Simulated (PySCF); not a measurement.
# C9H3N7, a ring with a molecule above it: interaction energy, part 3 of 3

PySCF 2.14.0. Atoms count from 0, parts from 1. Earlier steps stand in the parts before.

### Step 7. Interaction energy: parallel, height 3.2, slip 2 Å, twist 0°

The job: settings as JSON, then the geometry in Å.

```
{"job": {"kind": "inter", "xc": "revPBE", "basis": "def2-SVP", "disp": "d3bj"}, "charge": 0, "multiplicity": 1, "parts": [{"atoms": "0-8", "charge": 0, "multiplicity": 1}, {"atoms": "9-18", "charge": 0, "multiplicity": 1}]}
C      1.218486     0.411509    -0.000441
N      1.017983    -0.895438     0.000151
C     -0.252817    -1.260909     0.000375
N     -1.284563    -0.433831    -0.000611
C     -0.965634     0.849432     0.000362
N      0.266544     1.329238     0.000164
H      2.244492     0.758056    -0.000754
H     -0.465478    -2.322793     0.002303
H     -1.778778     1.564766     0.002246
N     -0.062017     2.158122     3.203254
C      0.562196     1.199212     3.200907
C      1.318774     0.001330     3.198268
C      0.576860    -1.206031     3.198249
N     -0.029356    -2.176412     3.198874
C      2.681392     0.005294     3.199127
C      3.430481     1.207850     3.198995
N      4.047166     2.171617     3.198279
C      3.430837    -1.197408     3.201081
N      4.043668    -2.163573     3.202967
```

Method: revPBE-D3(BJ)/def2-SVP interaction energy, counterpoise and uncorrected, gas phase.

The log of the run:

```text
part 1, own basis, geometry of the cluster: E = -280.0838089845 (as before)

part 2, own basis, geometry of the cluster: E = -447.0804738795 (as before)

part 1, own basis, relaxed alone: E = -280.0838186216 (as before)

part 2, own basis, relaxed alone: E = -447.0804637594 (as before)

cluster
final grid: 193936 points
cycle   1  E = -727.1572931885  dE = -3.227e-03  |g| = 6.479e-02  |ddm| = 9.084e-01
cycle   2  E = -727.1495813667  dE =  7.712e-03  |g| = 1.893e-01  |ddm| = 3.010e-01
cycle   3  E = -727.1579511223  dE = -8.370e-03  |g| = 4.509e-02  |ddm| = 2.034e-01
cycle   4  E = -727.1583641688  dE = -4.130e-04  |g| = 1.517e-02  |ddm| = 5.295e-02
cycle   5  E = -727.1584185656  dE = -5.440e-05  |g| = 2.755e-03  |ddm| = 1.625e-02
cycle   6  E = -727.1584200200  dE = -1.454e-06  |g| = 1.234e-03  |ddm| = 3.031e-03
cycle   7  E = -727.1584203163  dE = -2.963e-07  |g| = 6.047e-04  |ddm| = 1.458e-03
cycle   8  E = -727.1584203961  dE = -7.980e-08  |g| = 1.128e-04  |ddm| = 5.545e-04
cycle   9  E = -727.1584203974  dE = -1.314e-09  |g| = 8.531e-05  |ddm| = 2.141e-04
cycle  10  E = -727.1584203995  dE = -2.096e-09  |g| = 1.974e-05  |ddm| = 1.024e-04
cycle  11  E = -727.1584203996  dE = -7.299e-11  |g| = 1.015e-05  |ddm| = 2.596e-05
converged SCF energy = -727.1584203996

part 1 in the basis of the cluster
final grid: 193936 points
cycle   1  E = -280.0852724461  dE = -1.460e-03  |g| = 4.101e-03  |ddm| = 5.588e-01
cycle   2  E = -280.0852695881  dE =  2.858e-06  |g| = 5.860e-03  |ddm| = 1.397e-02
cycle   3  E = -280.0852768667  dE = -7.279e-06  |g| = 1.872e-03  |ddm| = 6.601e-03
cycle   4  E = -280.0852776613  dE = -7.945e-07  |g| = 5.398e-04  |ddm| = 2.076e-03
cycle   5  E = -280.0852777060  dE = -4.477e-08  |g| = 3.505e-04  |ddm| = 7.392e-04
cycle   6  E = -280.0852777368  dE = -3.078e-08  |g| = 3.710e-05  |ddm| = 3.273e-04
cycle   7  E = -280.0852777371  dE = -2.506e-10  |g| = 1.560e-05  |ddm| = 4.428e-05
converged SCF energy = -280.0852777371

part 2 in the basis of the cluster
final grid: 193936 points
cycle   1  E = -447.0815381259  dE = -1.065e-03  |g| = 2.242e-03  |ddm| = 3.386e-01
cycle   2  E = -447.0815367963  dE =  1.330e-06  |g| = 3.652e-03  |ddm| = 9.601e-03
cycle   3  E = -447.0815383705  dE = -1.574e-06  |g| = 2.578e-03  |ddm| = 5.745e-03
cycle   4  E = -447.0815398723  dE = -1.502e-06  |g| = 4.538e-04  |ddm| = 2.432e-03
cycle   5  E = -447.0815398725  dE = -2.370e-10  |g| = 4.556e-04  |ddm| = 6.636e-04
cycle   6  E = -447.0815399169  dE = -4.431e-08  |g| = 9.830e-05  |ddm| = 4.218e-04
cycle   7  E = -447.0815399191  dE = -2.205e-09  |g| = 2.986e-05  |ddm| = 1.296e-04
cycle   8  E = -447.0815399193  dE = -2.565e-10  |g| = 1.064e-05  |ddm| = 4.502e-05
converged SCF energy = -447.0815399193

Interaction energy (kcal/mol)
  counterpoise       -3.195
  uncorrected        -4.784
  dispersion part    -8.464
  deformation        -0.000
  binding            -3.195

Decomposition of the uncorrected value (kcal/mol)
  electrostatic      -0.497
  Pauli               6.910
  orbital            -2.733
  dispersion         -8.464

Charge of each part in the cluster: 0.005 -0.005
```

Run time: 1.8 min. Hardware: 1 thread of Arm Neoverse N1, shared host; peak memory 0.56 GiB.

In short: -3.20 kcal/mol with counterpoise, basis-set superposition error 1.59.

### Step 8. Interaction energy: parallel, height 3.2, slip 2.6 Å, twist 0°

The job: settings as JSON, then the geometry in Å.

```
{"job": {"kind": "inter", "xc": "revPBE", "basis": "def2-SVP", "disp": "d3bj"}, "charge": 0, "multiplicity": 1, "parts": [{"atoms": "0-8", "charge": 0, "multiplicity": 1}, {"atoms": "9-18", "charge": 0, "multiplicity": 1}]}
C      1.218486     0.411509    -0.000441
N      1.017983    -0.895438     0.000151
C     -0.252817    -1.260909     0.000375
N     -1.284563    -0.433831    -0.000611
C     -0.965634     0.849432     0.000362
N      0.266544     1.329238     0.000164
H      2.244492     0.758056    -0.000754
H     -0.465478    -2.322793     0.002303
H     -1.778778     1.564766     0.002246
N      0.537983     2.158122     3.203254
C      1.162196     1.199212     3.200907
C      1.918774     0.001330     3.198268
C      1.176860    -1.206031     3.198249
N      0.570644    -2.176412     3.198874
C      3.281392     0.005294     3.199127
C      4.030481     1.207850     3.198995
N      4.647166     2.171617     3.198279
C      4.030837    -1.197408     3.201081
N      4.643668    -2.163573     3.202967
```

With the program's defaults for keys left out, this is: revPBE-D3(BJ)/def2-SVP interaction energy, counterpoise and uncorrected, gas phase.

The log of the run:

```text
part 1, own basis, geometry of the cluster: E = -280.0838089845 (as before)

part 2, own basis, geometry of the cluster: E = -447.0804738795 (as before)

part 1, own basis, relaxed alone: E = -280.0838186216 (as before)

part 2, own basis, relaxed alone: E = -447.0804637594 (as before)

cluster
final grid: 193936 points
cycle   1  E = -727.1588904948  dE = -2.746e-03  |g| = 6.138e-02  |ddm| = 8.055e-01
cycle   2  E = -727.1516525807  dE =  7.238e-03  |g| = 1.821e-01  |ddm| = 2.697e-01
cycle   3  E = -727.1595649107  dE = -7.912e-03  |g| = 3.933e-02  |ddm| = 1.860e-01
cycle   4  E = -727.1598808791  dE = -3.160e-04  |g| = 1.352e-02  |ddm| = 4.546e-02
cycle   5  E = -727.1599220766  dE = -4.120e-05  |g| = 3.236e-03  |ddm| = 1.462e-02
cycle   6  E = -727.1599242025  dE = -2.126e-06  |g| = 1.219e-03  |ddm| = 3.325e-03
cycle   7  E = -727.1599244951  dE = -2.926e-07  |g| = 5.930e-04  |ddm| = 1.442e-03
cycle   8  E = -727.1599245720  dE = -7.688e-08  |g| = 1.107e-04  |ddm| = 5.656e-04
cycle   9  E = -727.1599245727  dE = -7.135e-10  |g| = 9.826e-05  |ddm| = 2.290e-04
cycle  10  E = -727.1599245755  dE = -2.785e-09  |g| = 1.927e-05  |ddm| = 1.127e-04
cycle  11  E = -727.1599245755  dE = -5.070e-11  |g| = 1.299e-05  |ddm| = 2.671e-05
converged SCF energy = -727.1599245755

part 1 in the basis of the cluster
final grid: 193936 points
cycle   1  E = -280.0851571051  dE = -1.347e-03  |g| = 4.054e-03  |ddm| = 5.353e-01
cycle   2  E = -280.0851535725  dE =  3.533e-06  |g| = 6.042e-03  |ddm| = 1.366e-02
cycle   3  E = -280.0851612963  dE = -7.724e-06  |g| = 1.890e-03  |ddm| = 6.647e-03
cycle   4  E = -280.0851621167  dE = -8.204e-07  |g| = 5.461e-04  |ddm| = 2.119e-03
cycle   5  E = -280.0851621654  dE = -4.867e-08  |g| = 3.400e-04  |ddm| = 7.300e-04
cycle   6  E = -280.0851621943  dE = -2.886e-08  |g| = 3.690e-05  |ddm| = 3.159e-04
cycle   7  E = -280.0851621945  dE = -2.367e-10  |g| = 1.666e-05  |ddm| = 4.329e-05
converged SCF energy = -280.0851621945

part 2 in the basis of the cluster
final grid: 193936 points
cycle   1  E = -447.0814208588  dE = -9.495e-04  |g| = 2.176e-03  |ddm| = 2.948e-01
cycle   2  E = -447.0814201676  dE =  6.912e-07  |g| = 3.060e-03  |ddm| = 8.801e-03
cycle   3  E = -447.0814210670  dE = -8.994e-07  |g| = 2.482e-03  |ddm| = 5.379e-03
cycle   4  E = -447.0814225453  dE = -1.478e-06  |g| = 3.807e-04  |ddm| = 2.317e-03
cycle   5  E = -447.0814225270  dE =  1.831e-08  |g| = 4.739e-04  |ddm| = 7.790e-04
cycle   6  E = -447.0814225803  dE = -5.334e-08  |g| = 8.861e-05  |ddm| = 4.590e-04
cycle   7  E = -447.0814225820  dE = -1.736e-09  |g| = 3.838e-05  |ddm| = 1.275e-04
cycle   8  E = -447.0814225824  dE = -3.267e-10  |g| = 9.511e-06  |ddm| = 3.863e-05
converged SCF energy = -447.0814225824

Interaction energy (kcal/mol)
  counterpoise       -2.860
  uncorrected        -4.305
  dispersion part    -7.039
  deformation        -0.000
  binding            -2.860

Decomposition of the uncorrected value (kcal/mol)
  electrostatic      -0.229
  Pauli               5.335
  orbital            -2.372
  dispersion         -7.039

Charge of each part in the cluster: 0.007 -0.007
```

It took 1.8 min on 1 thread of Arm Neoverse N1, shared host; peak memory 0.56 GiB.

In short: -2.86 kcal/mol with counterpoise, basis-set superposition error 1.45.

### Step 9. Counterpoise and decomposition: parallel, height 3.2, slip 3.4 Å, twist 0°

The job: settings as JSON, then the geometry in Å.

```
{"job": {"kind": "inter", "xc": "revPBE", "basis": "def2-SVP", "disp": "d3bj"}, "charge": 0, "multiplicity": 1, "parts": [{"atoms": "0-8", "charge": 0, "multiplicity": 1}, {"atoms": "9-18", "charge": 0, "multiplicity": 1}]}
C      1.218486     0.411509    -0.000441
N      1.017983    -0.895438     0.000151
C     -0.252817    -1.260909     0.000375
N     -1.284563    -0.433831    -0.000611
C     -0.965634     0.849432     0.000362
N      0.266544     1.329238     0.000164
H      2.244492     0.758056    -0.000754
H     -0.465478    -2.322793     0.002303
H     -1.778778     1.564766     0.002246
N      1.337983     2.158122     3.203254
C      1.962196     1.199212     3.200907
C      2.718774     0.001330     3.198268
C      1.976860    -1.206031     3.198249
N      1.370644    -2.176412     3.198874
C      4.081392     0.005294     3.199127
C      4.830481     1.207850     3.198995
N      5.447166     2.171617     3.198279
C      4.830837    -1.197408     3.201081
N      5.443668    -2.163573     3.202967
```

Level: revPBE-D3(BJ)/def2-SVP interaction energy, counterpoise and uncorrected, gas phase.

The log of the run:

```text
part 1, own basis, geometry of the cluster: E = -280.0838089845 (as before)

part 2, own basis, geometry of the cluster: E = -447.0804738795 (as before)

part 1, own basis, relaxed alone: E = -280.0838186216 (as before)

part 2, own basis, relaxed alone: E = -447.0804637594 (as before)

cluster
final grid: 193936 points
cycle   1  E = -727.1613026712  dE = -2.044e-03  |g| = 4.919e-02  |ddm| = 7.462e-01
cycle   2  E = -727.1564918499  dE =  4.811e-03  |g| = 1.480e-01  |ddm| = 2.043e-01
cycle   3  E = -727.1617693558  dE = -5.278e-03  |g| = 2.997e-02  |ddm| = 1.430e-01
cycle   4  E = -727.1619581630  dE = -1.888e-04  |g| = 9.718e-03  |ddm| = 3.370e-02
cycle   5  E = -727.1619787257  dE = -2.056e-05  |g| = 2.852e-03  |ddm| = 1.075e-02
cycle   6  E = -727.1619804491  dE = -1.723e-06  |g| = 9.386e-04  |ddm| = 2.829e-03
cycle   7  E = -727.1619806207  dE = -1.715e-07  |g| = 4.412e-04  |ddm| = 1.068e-03
cycle   8  E = -727.1619806630  dE = -4.233e-08  |g| = 9.147e-05  |ddm| = 4.394e-04
cycle   9  E = -727.1619806637  dE = -6.894e-10  |g| = 7.761e-05  |ddm| = 1.913e-04
cycle  10  E = -727.1619806655  dE = -1.794e-09  |g| = 1.692e-05  |ddm| = 9.521e-05
cycle  11  E = -727.1619806655  dE = -3.888e-11  |g| = 1.172e-05  |ddm| = 2.420e-05
converged SCF energy = -727.1619806655

part 1 in the basis of the cluster
final grid: 193936 points
cycle   1  E = -280.0849477019  dE = -1.139e-03  |g| = 3.893e-03  |ddm| = 5.065e-01
cycle   2  E = -280.0849435731  dE =  4.129e-06  |g| = 6.106e-03  |ddm| = 1.263e-02
cycle   3  E = -280.0849514832  dE = -7.910e-06  |g| = 1.882e-03  |ddm| = 6.674e-03
cycle   4  E = -280.0849523242  dE = -8.410e-07  |g| = 5.143e-04  |ddm| = 2.136e-03
cycle   5  E = -280.0849523670  dE = -4.287e-08  |g| = 3.206e-04  |ddm| = 6.729e-04
cycle   6  E = -280.0849523923  dE = -2.523e-08  |g| = 3.359e-05  |ddm| = 2.915e-04
cycle   7  E = -280.0849523925  dE = -1.985e-10  |g| = 1.592e-05  |ddm| = 4.015e-05
converged SCF energy = -280.0849523925

part 2 in the basis of the cluster
final grid: 193936 points
cycle   1  E = -447.0811965971  dE = -7.224e-04  |g| = 1.904e-03  |ddm| = 2.009e-01
cycle   2  E = -447.0811961498  dE =  4.473e-07  |g| = 2.431e-03  |ddm| = 7.922e-03
cycle   3  E = -447.0811968683  dE = -7.185e-07  |g| = 2.008e-03  |ddm| = 5.135e-03
cycle   4  E = -447.0811980056  dE = -1.137e-06  |g| = 3.114e-04  |ddm| = 2.083e-03
cycle   5  E = -447.0811980019  dE =  3.793e-09  |g| = 3.355e-04  |ddm| = 6.650e-04
cycle   6  E = -447.0811980298  dE = -2.796e-08  |g| = 8.396e-05  |ddm| = 3.566e-04
cycle   7  E = -447.0811980310  dE = -1.161e-09  |g| = 5.460e-05  |ddm| = 1.204e-04
cycle   8  E = -447.0811980316  dE = -6.575e-10  |g| = 6.237e-06  |ddm| = 4.725e-05
converged SCF energy = -447.0811980316

Interaction energy (kcal/mol)
  counterpoise       -2.422
  uncorrected        -3.594
  dispersion part    -5.039
  deformation        -0.000
  binding            -2.422

Decomposition of the uncorrected value (kcal/mol)
  electrostatic       0.202
  Pauli               2.951
  orbital            -1.708
  dispersion         -5.039

Charge of each part in the cluster: 0.005 -0.005
```

It took 1.7 min on 1 thread of Arm Neoverse N1, shared host; peak memory 0.56 GiB.

Counterpoise interaction energy: -2.42 kcal/mol.

### Step 10. Side by side

Energies in kcal/mol, with wall time:

| run | counterpoise | BSSE | electrostatic | Pauli | orbital | dispersion | time |
| --- | --- | --- | --- | --- | --- | --- | --- |
| parallel, height 3.2, slip 0 Å, twist 0° | -4.49 | 2.01 | -0.56 | 8.69 | -3.77 | -10.86 | 2.9 min |
| parallel, height 3.2, slip 0.4 Å, twist 0° | -4.41 | 1.97 | -0.60 | 8.65 | -3.66 | -10.77 | 1.9 min |
| parallel, height 3.2, slip 0.8 Å, twist 0° | -4.11 | 1.91 | -0.62 | 8.47 | -3.39 | -10.48 | 1.9 min |
| parallel, height 3.2, slip 1.2 Å, twist 0° | -3.76 | 1.81 | -0.62 | 8.15 | -3.12 | -9.98 | 1.9 min |
| parallel, height 3.2, slip 1.6 Å, twist 0° | -3.45 | 1.70 | -0.59 | 7.65 | -2.92 | -9.30 | 2 min |
| parallel, height 3.2, slip 2 Å, twist 0° | -3.20 | 1.59 | -0.50 | 6.91 | -2.73 | -8.46 | 1.8 min |
| parallel, height 3.2, slip 2.6 Å, twist 0° | -2.86 | 1.45 | -0.23 | 5.34 | -2.37 | -7.04 | 1.8 min |
| parallel, height 3.2, slip 3.4 Å, twist 0° | -2.42 | 1.17 | 0.20 | 2.95 | -1.71 | -5.04 | 1.7 min |

### Step 11. Results

This closing draws on all 3 parts.

```
                                                   quantity                    value
range of the interaction energy over the runs of this table  -4.49 to -2.42 kcal/mol
```

What this shows: The interaction energy runs from -4.49 (parallel, height 3.2, slip 0 Å, twist 0°) to -2.42 kcal/mol (parallel, height 3.2, slip 3.4 Å, twist 0°); the stacks are rigid, not relaxed.
